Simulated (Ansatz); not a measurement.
# SiTe4H: one candidate of a structure search, part 2 of 2

The task: take a trial cell of SiTe4H to zero force and stress.

Ansatz 0.2.0; DFT PBE, scalar-relativistic, plane waves, PAW. Earlier steps stand in the parts before.

## Step 3: Final relaxation

Input file input.yaml:

```yaml
crystal:
  lattice:
    - [0.0, 4.32761526, 4.32761526]
    - [4.32761526, 0.0, 4.32761526]
    - [4.32761526, 4.32761526, 0.0]
  atoms:
    - { symbol: Si, position: [0.75, 0.75, 0.75] }
    - { symbol: Te, position: [0.87465596, 0.37511468, 0.37511468] }
    - { symbol: Te, position: [0.37511468, 0.37511468, 0.37511468] }
    - { symbol: Te, position: [0.37511468, 0.87465596, 0.37511468] }
    - { symbol: Te, position: [0.37511468, 0.37511468, 0.87465596] }
    - { symbol: H, position: [0.0, 0.0, 0.0] }
basis:
  ecutwfc: 420
kpoints:
  mp_grid: { grid: [8, 8, 8] }
hamiltonian:
  xc: pbe
scf:
  occupations: { method: gaussian, width: 0.1 }
output:
  forces: true
  stress: true
  eigenvalues: true
  write_density: true
  write_potential: true
  elf: true
  volumetric_format: npy
relax:
  adjacent_minimum: "off"
  f_tol: 0.01
  max_steps: 80
  cell: { stress_tol: 0.05 }
```

On the command line:

```
> ansatz run input.yaml --threads 1 --pin off --max-ram 2560MiB --backend cpu --events-out ev --progress --plain --runs-dir out
```

Log:

```text
Warning: RAYON_NUM_THREADS=1 ignored (pool sized by the plan → 1); use --threads N
Engine: ansatz 0.2.0, x86_64-unknown-linux-gnu
Pseudopotentials: kind: paw
Pseudopotential: Si, paw, valence charge 4, recommended cutoff 420 eV (normal), Si.paw.azcp
Pseudopotential: Te, paw, valence charge 16, recommended cutoff 420 eV (normal), Te.paw.azcp
Pseudopotential: H, paw, valence charge 1, recommended cutoff 420 eV (normal), H.paw.azcp
Functional definition: PBE
  parameter kappa = 0.804
  parameter beta = 0.06672455060314922
  exchange = pbe_x(kappa = kappa, mu = beta*pi^2/3)
  correlation = pbe_c(beta = beta)
Crystal: 6 atoms, lattice volume = 162.097 Å³
Basis set: ecut = 420 eV, 3143 PW (Γ), exchange–correlation on 90×90×90 points (8 copies of the dense FFT grid, shifted against one another)
Bands: 42, of which v1, the nominal top of the filled ones, is band 35 counted from 1 (34 counted from 0)
Symmetry: 24 space group operations
Space group: F-43m (ITA 216), of the structure as read, at distance tolerance 5.5e-5 Å
k-points: 29 of 512 (time reversal used)
Non-local potential: Si, projectors of the file, l = 0: 2, l = 1: 2, l = 2: 2
Non-local potential: Te, projectors of the file, l = 0: 2, l = 1: 2, l = 2: 2, l = 3: 2
Non-local potential: H, projectors of the file, l = 0: 2, l = 1: 1
PAW form: soft (Blöchl's): semilocal exchange-correlation on the pseudo side does not see the compensation charge
PAW one-centre angular grid: Si, 110 points (default); XC on 64 Gauss nodes
PAW one-centre angular grid: Te, 590 points (default); XC on 64 Gauss nodes
PAW one-centre angular grid: H, 110 points (default); XC on 64 Gauss nodes
Initial density: superposition of atomic densities (neutral atoms: chi_scale 0, normalization atom), corrected by the library's trained network
Initial wavefunctions: pseudopotential atomic-orbital guess
Functional: x = pbe(κ = 0.804, μ = 0.2195149727645171), c = pbe(β = 0.06672455060314922)
SCF iter   1: F=—  HF=-28565.562708 eV  |F-HF|=—  |Δ(HF+E_count)|=         —  Δρ=3.59e-3  dr2=4.56e-2  ethr=1.77e-3  ⟨swp⟩=11.4  Hψ=5698  notcnv=0
preconditioner: auto → Kerker (q_TF=auto, 2.366 Å⁻¹)  [metal: Δε(μ)=0.039 eV  Ē_g=7.520 eV  σ=0.100 eV  W_gap=0.21  n_scr=26 (ndim 8)  ℏωp=15.7 eV  f_vac=0.000  D(μ)=3.40/eV (n_scr^D=14)]
SCF iter   2: F=—  HF=-28565.560263 eV  |F-HF|=—  |Δ(HF+E_count)|=   2.45e-3  Δρ=1.71e-3  dr2=1.04e-2  ethr=6.60e-5  ⟨swp⟩=1.7  Hψ=1507  notcnv=0
SCF iter   3: F=—  HF=-28565.560391 eV  |F-HF|=—  |Δ(HF+E_count)|=   1.28e-4  Δρ=4.41e-4  dr2=7.43e-4  ethr=1.51e-5  ⟨swp⟩=1.9  Hψ=1368  notcnv=0
SCF iter   4: F=—  HF=-28565.560549 eV  |F-HF|=—  |Δ(HF+E_count)|=   1.58e-4  Δρ=1.74e-4  dr2=1.08e-4  ethr=1.08e-6  ⟨swp⟩=2.6  Hψ=1986  notcnv=0
SCF iter   5: F=—  HF=-28565.560558 eV  |F-HF|=—  |Δ(HF+E_count)|=   9.26e-6  Δρ=7.73e-5  dr2=1.07e-5  ethr=1.57e-7  ⟨swp⟩=2.8  Hψ=2202  notcnv=0
SCF iter   6: F=—  HF=-28565.560588 eV  |F-HF|=—  |Δ(HF+E_count)|=   3.03e-5  Δρ=2.74e-5  dr2=1.33e-6  ethr=1.55e-8  ⟨swp⟩=2.0  Hψ=1494  notcnv=0
SCF iter   7: F=-28565.560589 eV  HF=-28565.560589 eV  |F-HF|=1.44e-8  |Δ(HF+E_count)|=   3.00e-7  Δρ=6.50e-6  dr2=6.27e-8  ethr=1.45e-10  ⟨swp⟩=13.7  Hψ=8917  notcnv=0
SCF 1 converged in 7 iterations: F = -28565.560589 eV  dr2 = 6.27e-8
relax step   1: F+E_penalty+E_count = -28565.56058881 eV  Δ(F+E_penalty+E_count) = +0.000e0 eV  max|allowed force component| = 2.806e-2 eV/Å  Δτ_max = 0.0000 Å  P = +2.251 GPa  Ω = 162.097 Å³  (7 SCF iters, dr2 threshold 1.00e-7 eV, accepted)
Crystal: 6 atoms, lattice volume = 173.296 Å³
Basis set: ecut = 420 eV, 3383 PW (Γ), exchange–correlation on 90×90×90 points (8 copies of the dense FFT grid, shifted against one another)
Initial density: handed on by an earlier stage of this run
Initial wavefunctions: those handed on with the density
iter 1 solved again at ethr=1.32e-4 eV; its pass at ethr=3.10e-3 eV (dr2=9.10e-2 eV) is discarded
SCF iter   1: F=—  HF=-28565.615746 eV  |F-HF|=—  |Δ(HF+E_count)|=         —  Δρ=4.76e-3  dr2=9.26e-2  ethr=1.32e-4  ⟨swp⟩=1.1  Hψ=6138  notcnv=0
preconditioner: auto → Kerker (q_TF=auto, 2.340 Å⁻¹)  [metal: Δε(μ)=0.018 eV  Ē_g=7.242 eV  σ=0.100 eV  W_gap=0.10  n_scr=26 (ndim 8)  ℏωp=15.2 eV  f_vac=0.000  D(μ)=4.16/eV (n_scr^D=26)]
SCF iter   2: F=—  HF=-28565.607337 eV  |F-HF|=—  |Δ(HF+E_count)|=   8.41e-3  Δρ=2.12e-3  dr2=2.00e-2  ethr=1.32e-4  ⟨swp⟩=1.0  Hψ=1219  notcnv=0
SCF iter   3: F=—  HF=-28565.604708 eV  |F-HF|=—  |Δ(HF+E_count)|=   2.63e-3  Δρ=4.24e-4  dr2=1.24e-3  ethr=2.90e-5  ⟨swp⟩=1.9  Hψ=1252  notcnv=0
SCF iter   4: F=—  HF=-28565.604621 eV  |F-HF|=—  |Δ(HF+E_count)|=   8.67e-5  Δρ=9.74e-5  dr2=1.74e-5  ethr=1.80e-6  ⟨swp⟩=2.0  Hψ=1594  notcnv=0
SCF iter   5: F=—  HF=-28565.604633 eV  |F-HF|=—  |Δ(HF+E_count)|=   1.16e-5  Δρ=4.93e-5  dr2=4.05e-6  ethr=2.52e-8  ⟨swp⟩=2.0  Hψ=2229  notcnv=0
SCF iter   6: F=-28565.604636 eV  HF=-28565.604636 eV  |F-HF|=1.61e-7  |Δ(HF+E_count)|=   3.17e-6  Δρ=1.18e-5  dr2=3.55e-7  ethr=8.70e-10  ⟨swp⟩=10.3  Hψ=9021  notcnv=0
SCF 2 converged in 6 iterations: F = -28565.604636 eV  dr2 = 3.55e-7
relax step   2: F+E_penalty+E_count = -28565.60463613 eV  Δ(F+E_penalty+E_count) = -4.405e-2 eV  max|allowed force component| = 7.745e-3 eV/Å  Δτ_max = 0.0042 Å  P = -0.746 GPa  Ω = 173.296 Å³  energy of the carried Pulay correction = -2.187e-3 eV  (6 SCF iters, dr2 threshold 6.00e-7 eV, accepted)
Crystal: 6 atoms, lattice volume = 170.365 Å³
iter 1 solved again at ethr=7.36e-6 eV; its pass at ethr=3.10e-3 eV (dr2=5.08e-3 eV) is discarded
SCF iter   1: F=—  HF=-28565.613405 eV  |F-HF|=—  |Δ(HF+E_count)|=         —  Δρ=1.13e-3  dr2=4.99e-3  ethr=7.36e-6  ⟨swp⟩=1.6  Hψ=5998  notcnv=0
preconditioner: auto → Kerker (q_TF=auto, 2.347 Å⁻¹)  [metal: Δε(μ)=0.015 eV  Ē_g=7.302 eV  σ=0.100 eV  W_gap=0.08  n_scr=26 (ndim 8)  ℏωp=15.3 eV  f_vac=0.000  D(μ)=3.73/eV (n_scr^D=14)]
SCF iter   2: F=—  HF=-28565.612912 eV  |F-HF|=—  |Δ(HF+E_count)|=   4.92e-4  Δρ=5.15e-4  dr2=1.16e-3  ethr=7.23e-6  ⟨swp⟩=1.1  Hψ=1220  notcnv=0
SCF iter   3: F=—  HF=-28565.612751 eV  |F-HF|=—  |Δ(HF+E_count)|=   1.61e-4  Δρ=9.30e-5  dr2=5.97e-5  ethr=1.68e-6  ⟨swp⟩=1.9  Hψ=1265  notcnv=0
SCF iter   4: F=—  HF=-28565.612775 eV  |F-HF|=—  |Δ(HF+E_count)|=   2.40e-5  Δρ=1.87e-5  dr2=5.75e-7  ethr=8.65e-8  ⟨swp⟩=2.0  Hψ=1415  notcnv=0
iter 5 did not close the SCF: its close was put off for the readings that it lacked (scf_convergence_deferred on its scf_iter line)
SCF iter   5: F=-28565.612775 eV  HF=-28565.612775 eV  |F-HF|=6.96e-8  |Δ(HF+E_count)|=   3.09e-7  Δρ=9.77e-6  dr2=1.67e-7  ethr=8.33e-10  ⟨swp⟩=2.3  Hψ=2246  notcnv=0
SCF iter   6: F=-28565.612775 eV  HF=-28565.612775 eV  |F-HF|=5.52e-9  |Δ(HF+E_count)|=   9.86e-8  Δρ=3.02e-6  dr2=1.53e-8  ethr=2.43e-10  ⟨swp⟩=7.9  Hψ=7967  notcnv=0
SCF 3 converged in 6 iterations: F = -28565.612775 eV  dr2 = 1.53e-8
relax step   3: F+E_penalty+E_count = -28565.61277543 eV  Δ(F+E_penalty+E_count) = -8.139e-3 eV  max|allowed force component| = 2.037e-3 eV/Å  Δτ_max = 0.0009 Å  P = -0.068 GPa  Ω = 170.365 Å³  energy of the carried Pulay correction = -1.629e-3 eV  (6 SCF iters, dr2 threshold 6.00e-7 eV, accepted)
Crystal: 6 atoms, lattice volume = 170.096 Å³
iter 1 solved again at ethr=6.59e-8 eV; its pass at ethr=3.10e-3 eV (dr2=4.55e-5 eV) is discarded
SCF iter   1: F=—  HF=-28565.612870 eV  |F-HF|=—  |Δ(HF+E_count)|=         —  Δρ=1.06e-4  dr2=4.59e-5  ethr=6.59e-8  ⟨swp⟩=2.0  Hψ=5841  notcnv=0
preconditioner: auto → Kerker (q_TF=auto, 2.347 Å⁻¹)  [metal: Δε(μ)=0.018 eV  Ē_g=7.308 eV  σ=0.100 eV  W_gap=0.10  n_scr=26 (ndim 8)  ℏωp=15.3 eV  f_vac=0.000  D(μ)=3.74/eV (n_scr^D=14)]
SCF iter   2: F=—  HF=-28565.612869 eV  |F-HF|=—  |Δ(HF+E_count)|=   1.51e-6  Δρ=4.75e-5  dr2=1.04e-5  ethr=6.59e-8  ⟨swp⟩=1.1  Hψ=1222  notcnv=0
SCF iter   3: F=—  HF=-28565.612888 eV  |F-HF|=—  |Δ(HF+E_count)|=   1.95e-5  Δρ=9.48e-6  dr2=6.19e-7  ethr=1.51e-8  ⟨swp⟩=1.9  Hψ=1256  notcnv=0
SCF iter   4: F=—  HF=-28565.612888 eV  |F-HF|=—  |Δ(HF+E_count)|=   3.55e-8  Δρ=2.80e-6  dr2=1.22e-8  ethr=8.98e-10  ⟨swp⟩=2.0  Hψ=1592  notcnv=0
iter 5 did not close the SCF: its close was put off for the readings that it lacked (scf_convergence_deferred on its scf_iter line)
SCF iter   5: F=-28565.612888 eV  HF=-28565.612888 eV  |F-HF|=1.96e-9  |Δ(HF+E_count)|=  2.18e-10  Δρ=1.56e-6  dr2=4.06e-9  ethr=1.77e-11  ⟨swp⟩=2.0  Hψ=2236  notcnv=0
SCF iter   6: F=-28565.612888 eV  HF=-28565.612888 eV  |F-HF|=3.64e-12  |Δ(HF+E_count)|=   2.55e-9  Δρ=3.11e-7  dr2=2.39e-10  ethr=5.88e-12  ⟨swp⟩=6.0  Hψ=6691  notcnv=0
SCF 4 converged in 6 iterations: F = -28565.612888 eV  dr2 = 2.39e-10
relax step   4: F+E_penalty+E_count = -28565.61288816 eV  Δ(F+E_penalty+E_count) = -1.127e-4 eV  max|allowed force component| = 3.179e-4 eV/Å  Δτ_max = 0.0003 Å  P = -0.002 GPa  Ω = 170.096 Å³  energy of the carried Pulay correction = -1.577e-3 eV  (6 SCF iters, dr2 threshold 1.15e-8 eV, accepted)
Initial wavefunctions: pseudopotential atomic-orbital guess (no wavefunctions were taken with the density)
iter 1 solved again at ethr=7.02e-7 eV; its pass at ethr=3.10e-3 eV (dr2=4.84e-4 eV) is discarded
SCF iter   1: F=—  HF=-28565.611833 eV  |F-HF|=—  |Δ(HF+E_count)|=         —  Δρ=3.20e-4  dr2=4.68e-6  ethr=7.02e-7  ⟨swp⟩=3.2  Hψ=8590  notcnv=0
SCF iter   2: F=—  HF=-28565.613788 eV  |F-HF|=—  |Δ(HF+E_count)|=   1.95e-3  Δρ=1.62e-4  dr2=1.16e-6  ethr=6.79e-9  ⟨swp⟩=2.7  Hψ=2277  notcnv=0
SCF iter   3: F=—  HF=-28565.614440 eV  |F-HF|=—  |Δ(HF+E_count)|=   6.53e-4  Δρ=1.15e-5  dr2=1.24e-8  ethr=1.68e-9  ⟨swp⟩=2.0  Hψ=1528  notcnv=0
SCF iter   4: F=—  HF=-28565.614443 eV  |F-HF|=—  |Δ(HF+E_count)|=   3.11e-6  Δρ=9.49e-7  dr2=1.78e-9  ethr=1.79e-11  ⟨swp⟩=2.0  Hψ=1571  notcnv=0
SCF iter   5: F=—  HF=-28565.614443 eV  |F-HF|=—  |Δ(HF+E_count)|=   2.48e-9  Δρ=2.51e-7  dr2=2.31e-10  ethr=2.57e-12  ⟨swp⟩=2.0  Hψ=1535  notcnv=0
SCF iter   6: F=-28565.614443 eV  HF=-28565.614443 eV  |F-HF|=7.28e-12  |Δ(HF+E_count)|=  2.36e-10  Δρ=1.06e-7  dr2=1.48e-11  ethr=1.00e-12  ⟨swp⟩=8.5  Hψ=5867  notcnv=0
SCF 5 converged in 6 iterations: F = -28565.614443 eV  dr2 = 1.48e-11
relax step   5: F+E_penalty+E_count = -28565.61444348 eV  Δ(F+E_penalty+E_count) = -1.555e-3 eV  max|allowed force component| = 3.271e-4 eV/Å  Δτ_max = 0.0000 Å  P = -0.003 GPa  Ω = 170.096 Å³  stress off target by 2.67e-3 GPa  SCF on the basis re-selected at this cell (its energy is not comparable with the rows above)  (6 SCF iters)
basis re-selected at this cell: Δ(F+E_penalty+E_count) = -1.555e-3 eV, ΔP = -0.000 GPa vs the last step (what re-selecting the basis moved, of the pressure what is left beyond the Pulay correction that the steps carried, after the strain that the cell walked since its last selection, with what the two solves' SCF thresholds leave and, on support functions, any second-order correction that the steps lacked; it is no measure of the basis error at this ecutwfc). This SCF's stress stands 2.67e-3 GPa from its target on what of the cell is left free (relax.cell.stress_tol is 5.00e-2 GPa) and its largest allowed force component is 3.27e-4 eV/Å (relax.f_tol is 1.00e-2 eV/Å): within both
SCF converged after 6 iterations
Free energy (F): -28565.614443 eV
Harris-Foulkes:  -28565.614443 eV  (|F-HF|=7.28e-12)
Internal energy: -28565.595740 eV  (E = F + TS)
E sigma→0 (E₀):  -28565.605092 eV
Entropy (-TS):   -0.018704 eV (-3.117 meV/atom)
Fermi energy:    7.583413 eV
--- Per-component energies (eV) ---
  E_band       = -1139.387062
  E_kinetic    = 764.878141
  E_local      = -6468.513413  (includes V_loc(G=0)·N_el)
  E_nonlocal   = -1215.353182
  E_hartree    = 3882.492845
  E_xc         = -556.309093
  E_vxc        = -467.833494  (∫ρ·V_xc dr)
  E_paw        = -19158.689769  (= ΣΔE_a)
  E_vpaw       = -1517.549522  (= ΣTr[D̂ρ^β])
  E_aug_tail   = -0.001586  (compensation charges beyond the density's cutoff)
  E_ewald      = -5814.099681
  E_smearing   = -0.018704  (= −TS)
  E_closure    = 0.000000  (closes the sum)
  Σ components = -28565.614443   (vs F -28565.614443, Δ=0.00e0)
--- Forces (eV/Å), atoms counted from 1 ---
  atom   1  Si     0.00000000    -0.00000000    -0.00000000
  atom   2  Te    -0.00032710     0.00032710     0.00032710
  atom   3  Te    -0.00032710    -0.00032710    -0.00032710
  atom   4  Te     0.00032710    -0.00032710     0.00032710
  atom   5  Te     0.00032710     0.00032710    -0.00032710
  atom   6  H      0.00000000    -0.00000000    -0.00000000
  max |Σ_I F_I| component: 9.75e-17 eV/Å
--- Stress (GPa, compression-positive) ---
       -0.002670       0.000000       0.000000
        0.000000      -0.002670       0.000000
        0.000000       0.000000      -0.002670
  P = ⅓ Tr σ = -0.0027 GPa (-0.027 kbar)
--- Band table (eV; the first three rows and the last of 29) ---
  k-point 0: bands = ["-30.0825", "-30.0458", "-30.0458", "-30.0458", "-30.0355", "-30.0355", "-29.9878", "-29.9878", "-29.9878", "-29.9577", "-29.9577", "-29.9577", "-29.9407", "-29.9407", "-29.9407", "-29.9293", "-29.9293", "-29.9140", "-29.9140", "-29.9140", "-6.5392", "-2.7690", "-2.7690", "-2.7690", "-0.0699", "0.8836", "2.6127", "2.6127", "2.6127", "4.2420", "4.2420", "6.9101", "7.3647", "7.3647", "7.3647", "9.4018", "9.4018", "9.4018", "10.4835", "10.4835", "10.4835", "12.4440"]
  k-point 1: bands = ["-30.0804", "-30.0450", "-30.0443", "-30.0443", "-30.0338", "-30.0338", "-29.9907", "-29.9880", "-29.9880", "-29.9597", "-29.9597", "-29.9577", "-29.9407", "-29.9402", "-29.9402", "-29.9295", "-29.9295", "-29.9154", "-29.9154", "-29.9140", "-6.4775", "-3.0723", "-2.7870", "-2.7870", "0.2214", "0.8183", "2.7081", "2.7081", "2.8640", "4.2394", "4.2394", "6.6807", "7.5062", "7.5062", "7.6335", "8.9977", "8.9977", "9.4116", "9.8628", "10.4187", "10.4187", "12.6429"]
  k-point 2: bands = ["-30.0753", "-30.0420", "-30.0420", "-30.0419", "-30.0271", "-30.0271", "-29.9988", "-29.9890", "-29.9890", "-29.9653", "-29.9653", "-29.9577", "-29.9408", "-29.9386", "-29.9386", "-29.9300", "-29.9300", "-29.9190", "-29.9190", "-29.9140", "-6.3028", "-3.6785", "-2.8292", "-2.8292", "0.4126", "1.0914", "2.9152", "2.9152", "3.4845", "4.3435", "4.3435", "6.5550", "7.5249", "7.5732", "7.5732", "8.3289", "8.3289", "9.0811", "9.4355", "10.4022", "10.4022", "12.4712"]
  k-point 28: bands = ["-30.0493", "-30.0489", "-30.0312", "-30.0311", "-30.0110", "-30.0107", "-30.0065", "-30.0063", "-29.9847", "-29.9844", "-29.9729", "-29.9728", "-29.9376", "-29.9376", "-29.9322", "-29.9322", "-29.9286", "-29.9284", "-29.9222", "-29.9222", "-5.2705", "-5.2442", "-3.0832", "-3.0418", "0.3505", "2.7563", "2.9447", "3.6337", "4.8352", "5.1127", "5.3828", "5.6986", "5.7360", "7.4556", "7.5211", "7.8009", "8.3010", "8.6949", "8.7823", "8.8243", "8.8629", "12.5496"]
--- Relaxed structure (4 steps of the walk, 4 accepted, 1 SCFs on fresh bases) ---
  F+E_penalty+E_count = -28565.61444348 eV   max|allowed force component| = 3.271e-4 eV/Å   (the final SCF, on the basis selected at the relaxed cell)
  cell:  # Å, volume = 170.0956 Å³
    - [1.177818670488003e-33, 4.397653415662058, 4.397653415662058]
    - [4.397653415662058, 4.137564947336564e-34, 4.397653415662058]
    - [4.397653415662058, 4.397653415662058, -3.617956702284431e-33]
  atoms:
    - { symbol: Si, position: [0.7499999999999999, 0.7499999999999999, 0.7499999999999999] }
    - { symbol: Te, position: [0.8752548842449508, 0.37491503858501624, 0.3749150385850163] }
    - { symbol: Te, position: [0.37491503858501624, 0.37491503858501624, 0.37491503858501624] }
    - { symbol: Te, position: [0.37491503858501624, 0.8752548842449508, 0.3749150385850163] }
    - { symbol: Te, position: [0.37491503858501624, 0.37491503858501624, 0.8752548842449508] }
    - { symbol: H, position: [-2.5053109099294016e-20, -4.593070001537287e-20, 1.2526554549646852e-20] }
```

Wall time 88 s (1 thread of Intel Xeon at 2.70GHz, shared host); peak memory 0.51 GiB.

Step by step:

| step | E - E(step 1) (eV/cell) | largest force component (eV/Å) | pressure (GPa) | volume (Å³) |
| --- | --- | --- | --- | --- |
| 1 | 0.0000 | 0.0281 | 2.25 | 162.10 |
| 2 | -0.0440 | 0.0077 | -0.75 | 173.30 |
| 3 | -0.0522 | 0.0020 | -0.07 | 170.36 |
| 4 | -0.0523 | 0.0003 | 0.00 | 170.10 |
| 5 | -0.0539 | 0.0003 | 0.00 | 170.10 |

Step 1 is the start. Step 5 repeats the geometry before it on a plane-wave basis chosen anew for that cell, so its energy need not be comparable with the rows above.

Lengths and angles in the start's conventional setting:

|  | before | after | change |
| --- | --- | --- | --- |
| a (Å) | 8.655 | 8.795 | +1.6 % |
| b (Å) | 8.655 | 8.795 | +1.6 % |
| c (Å) | 8.655 | 8.795 | +1.6 % |
| volume (Å³/atom) | 27.02 | 28.35 | +4.9 % |
| shortest distance (Å) | 3.057 | 3.107 | +1.6 % |
| space group (0.01 Å) | F-43m | F-43m | same |

Forces and stress were held to the start's 24 operations: a distortion of lower symmetry was not tested.

The maps below are laid out on this run's own conventional cell (a, b, c = 8.795, 8.795, 8.795 Å).

Density in a lattice plane of the grid's cell (edges 8.80 and 8.80 Å, at 0.125 of the third edge), which holds Te.

Ten even steps from ' ' (0.03 e/Å³) to '@' (13.72 e/Å³):
```
                ..::..                          
              ..++@@++..                        
              ..++@@++..                        
                ..::..                          
                                                
    ..::..                                      
  ..++@@++..                                    
  ..++@@++..                                    
    ..::..                                      
                                                
                                        ..::..  
                                      ..++@@++..
                                      ..++@@++..
                                        ..::..  
                                                
                            ..::..              
                          ..++@@++..            
                          ..++@@++..            
                            ..::..              
                                                
```
Columns run along the first of these edges and rows up along the second, over one cell in 24 and 20 even steps from the bottom left corner. Atoms in the plane (fractional): Te at (0.37, 0.87), Te at (0.87, 0.37), Te at (0.13, 0.63), Te at (0.63, 0.13).

ELF in the same plane.

Values, 12 rows by 12 columns:
```
0.17 0.05 0.12 0.56 0.17 0.16 0.52 0.17 0.16 0.13 0.07 0.09
0.06 0.12 0.17 0.51 0.17 0.17 0.58 0.16 0.29 0.57 0.39 0.07
0.45 0.56 0.51 0.42 0.51 0.56 0.45 0.13 0.57 0.79 0.57 0.13
0.58 0.17 0.17 0.51 0.17 0.12 0.06 0.07 0.39 0.57 0.29 0.16
0.52 0.16 0.17 0.56 0.12 0.05 0.17 0.09 0.07 0.13 0.16 0.17
0.39 0.52 0.58 0.45 0.06 0.17 0.51 0.17 0.06 0.45 0.58 0.52
0.52 0.17 0.16 0.13 0.07 0.09 0.17 0.05 0.12 0.56 0.17 0.16
0.58 0.16 0.29 0.57 0.39 0.07 0.06 0.12 0.17 0.51 0.17 0.17
0.45 0.13 0.57 0.79 0.57 0.13 0.45 0.56 0.51 0.42 0.51 0.56
0.06 0.07 0.39 0.57 0.29 0.16 0.58 0.17 0.17 0.51 0.17 0.12
0.17 0.09 0.07 0.13 0.16 0.17 0.52 0.16 0.17 0.56 0.12 0.05
0.51 0.17 0.06 0.45 0.58 0.52 0.39 0.52 0.58 0.45 0.06 0.17
```
Columns run along the first of these edges and rows up along the second, over one cell in 12 and 12 even steps from the bottom left corner. Atoms in the plane (fractional): Te at (0.37, 0.87), Te at (0.87, 0.37), Te at (0.13, 0.63), Te at (0.63, 0.13).

Both are smooth fields of the valence electrons: close to the nuclei they are not physical.

The highest ELF values outside the cores: 1.00 at H; 0.86 in the shell around Si, 0.9 Å from Si; 0.62 beside Te, off the lines to its neighbours, 1.3 Å from Te.

## Step 4: Summary of results

What follows sums up all 2 parts. Changes of volume or cell count from the first structure of part 1.

| quantity | value |
| --- | --- |
| symmetry at the end (tolerance 0.05 Å) | space group F-43m (No. 216) |
| conventional cell | a = 8.795 Å, b = 8.795 Å, c = 8.795 Å, α = 90.00°, β = 90.00°, γ = 90.00° |
| volume | 28.35 Å³/atom |
| energy over the elements (uncorrected; H, N, O, F and Cl as molecules) | +0.98 eV/atom |
| gap on the mesh | none (metal) |

**Reading.** The space group F-43m (No. 216) is kept, and the volume per atom grows by 4.9 % from the first guess. With a positive formation energy it can't be a ground state. No finished test with a distortion of lower symmetry is shown, so the end may be a saddle point. The runs treat Te without spin-orbit coupling.
